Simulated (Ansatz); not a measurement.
# GeH2Cl2 (singlet): the correlation ladder at a displaced geometry (v1), cc-pVDZ

An exercise on one series of results from a longer session: the logs are not shown, and one member is left open.

The runs use Ansatz 0.2.0, Gaussian basis; cc-pVDZ, core rule «outside noble gas», up to 24 orbitals frozen.

Plan: UHF; CCSD(T) on RHF; BCCD(T) on RHF; CISD; CCSDT(Q) on RHF; CASSCF and MRCISD+Q, 8 electrons in 8 orbitals; CASSCF and NEVPT2, 8 electrons in 8 orbitals.

11 further runs of the same task are left out: 5 that didn't finish, 6 set aside as unsound or not needed.

**The system**

The geometry is a PBE0/def2-TZVP stationary point (not a proven minimum) with its atoms shifted at random (size 0.040 Å). No spin-orbit coupling is included. The filled d shell of Ge may be among the frozen orbitals whatever the setting's name suggests; the logs give the count.

5 atoms, charge 0, spin multiplicity 1.

Atoms are counted from 1 here; the program's logs count them from 0.

Bond lengths: Ge1–Cl2 2.140 Å, Ge1–Cl3 2.123 Å, Ge1–H4 1.493 Å, Ge1–H5 1.616 Å. Angles: Cl2–Ge1–Cl3 107.1°, Cl2–Ge1–H4 108.0°, Cl2–Ge1–H5 104.7°, Cl3–Ge1–H4 109.5°, Cl3–Ge1–H5 111.4°, H4–Ge1–H5 115.7°.

Geometry (Å):

```xyz
5
charge 0, multiplicity 1
Ge   -0.0102   -0.6054    0.0165
Cl   -0.0110    0.6312   -1.7298
Cl    0.0369    0.6905    1.6979
H     1.2288   -1.4376   -0.0075
H    -1.4029   -1.4215   -0.0590
```

Set-up of the first run:

in.yaml

```yaml
crystal:
  periodic: [false, false, false]
  atoms:
    - {symbol: Ge, position_ang: [-0.010212, -0.605441, 0.016500]}
    - {symbol: Cl, position_ang: [-0.011045, 0.631235, -1.729823]}
    - {symbol: Cl, position_ang: [0.036919, 0.690545, 1.697904]}
    - {symbol: H, position_ang: [1.228837, -1.437649, -0.007464]}
    - {symbol: H, position_ang: [-1.402939, -1.421469, -0.058953]}
basis:
  gaussian: {orbitals: cc-pVDZ}
magnetization: {spin_polarized: true, initial_magnetization: 0}
hamiltonian: {xc: hf}
output: {orbitals: {seedname: orbitals}}
```

Run with:

```
ansatz run in.yaml --threads 1 --pin off --events-out ev --progress --plain --max-ram 2393MiB
```

Steps of the session up to this table: UHF; CCSD(T) on RHF; BCCD(T) on RHF; CISD; CCSDT(Q) on RHF; CASSCF and MRCISD+Q, 8 electrons in 8 orbitals; CASSCF and NEVPT2, 8 electrons in 8 orbitals.

One of the session's tables, all rows but one given; the rest of the session is left out.

It belongs to the step «Misses and costs». 

| method | from RCCSDT(Q) (meV) |
| --- | --- |
| RHF | +11146.0 |
| RMP2 | ? |
| RCCSD | +271.1 |
| RCCSD(T) | +43.3 |
| BCCD(T) | +41.8 |
| RCCSDT | +21.0 |
| RCCSDT(Q) | 0 |
| CASSCF frontier | +9393.3 |
| MRCISD frontier | +1124.5 |
| MRCISD+Q frontier | +135.5 |

Q: Estimate the row for RMP2 from the others.

The run gave: from RCCSDT(Q) (meV): +1313.9. In the column «from RCCSDT(Q) (meV)» it lies between MRCISD frontier (+1124.5) and CASSCF frontier (+9393.3).

Not comparable, so not listed: CISD; CASSCF and NEVPT2, 8 electrons in 8 orbitals (they don't share determinant, frozen orbitals or solution with the rows shown, or repeat one).

Caveats from the session: Warnings in the runs' records: passed over end.
